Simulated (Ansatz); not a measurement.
# Ag (sc type): how the settings move a single-point run

Question: which choices in the input matter for Ag (sc type)?

Computed with Ansatz 0.2.0 (reference: DFT, PBEsol, PAW with Ansatz's default frozen-core files, scalar-relativistic, unless a step's input says otherwise).

1 further run of the same task is left out (it didn't finish). Runs told in other sessions of the task aren't counted.

### Step 1. The system as given

Symmetry: Pm-3m, No. 221, cubic system. Conventional cell: a = 2.159 Å, b = 2.159 Å, c = 2.159 Å, α = 90.00°, β = 90.00°, γ = 90.00°. Ag (site symmetry m-3m) is surrounded by 6 Ag at 2.16 Å.

As a file:

```cif
data_structure
_symmetry_space_group_name_H-M 'Pm-3m'
_symmetry_Int_Tables_number 221
_cell_length_a 2.1594
_cell_length_b 2.1594
_cell_length_c 2.1594
_cell_angle_alpha 90.000
_cell_angle_beta 90.000
_cell_angle_gamma 90.000
_cell_volume 10.07
loop_
_atom_site_label
_atom_site_type_symbol
_atom_site_symmetry_multiplicity
_atom_site_Wyckoff_symbol
_atom_site_fract_x
_atom_site_fract_y
_atom_site_fract_z
_atom_site_occupancy
Ag1 Ag 1 a 0.00000 0.00000 0.00000 1
```

### Step 2. The reference run

Input file input.yaml:

```yaml
crystal:
  lattice:
    - [2.1594208319, 0.0, 0.0]
    - [0.0, 2.1594208319, 0.0]
    - [0.0, 0.0, 2.1594208319]
  atoms:
    - { symbol: Ag, position: [0.0, 0.0, 0.0] }
kpoints:
  mp_grid: { grid: [16, 16, 16] }
scf:
  occupations: { method: fermi_dirac, width: 0.05 }
hamiltonian:
  xc: pbesol
  pseudopotentials: { kind: paw }
output:
  forces: true
  stress: true
  eigenvalues: true
  populations: true
  write_density: true
  write_potential: true
  elf: true
  volumetric_format: npy
```

Started as:

```sh
> ansatz run input.yaml --threads 1 --pin off --max-ram 2048MiB --backend cpu --events-out ev --progress --plain --runs-dir out
```

### Step 3. Changed: ecutwfc 250 eV

input.yaml, as its differences from that of step 2:

```diff
@@ -19,5 +19,3 @@
   populations: true
-  write_density: true
-  write_potential: true
-  elf: true
-  volumetric_format: npy
+basis:
+  ecutwfc: "250 eV"
```

Q: Predict the outcome of this session. Wanted: for each run, ending; energy change; pressure; gap; force.

The runs gave:

| run | ending | energy change | pressure (GPa) | gap (eV) | force (eV/Å) | cycles | time |
| --- | --- | --- | --- | --- | --- | --- | --- |
| reference | converged | 0 | 340.0 | 0.00 | 0.00 | 6 | 2.5 s |
| 1: ecutwfc 250 eV | converged | +1.23 eV/atom | 343.5 | 0.00 | 0.00 | 6 | 1.6 s |

Times don't compare one to one where runs were asked for different outputs or read a saved state (see the inputs); cycles may leave out searches for a lower state.

Residual by cycle in the longest SCF loop of each run; runs are numbered as in the table. The quantity is the density residual dr2, in eV.

| cycle | reference | run 1 |
| --- | --- | --- |
| 1 | 0.022 | 0.168 |
| 2 | 0.00359 | 0.0135 |
| 3 | 3.0e-5 | 2.5e-4 |
| 4 | 7.3e-7 | 7.1e-6 |
| 5 | 1.6e-9 | 1.3e-6 |
| 6 | 1.1e-10 | 7.1e-8 |

**Reading.** Changing the cutoff moves the energy by +1.23 eV/atom, and the pressure goes from 340.0 to 343.5 GPa. The log warns that the cutoff is under what these potentials recommend, so the shift is basis error. Run 1 ran under the cutoff that the potentials recommend, as the log warns, so basis error is mixed into its values. The structure is not at rest: the sound run finds 340 GPa, so these are no properties of the relaxed crystal. 

At pressures up to 343 GPa the PAW spheres may overlap and frozen cores may not hold, so those PAW values are rough without an all-electron check.
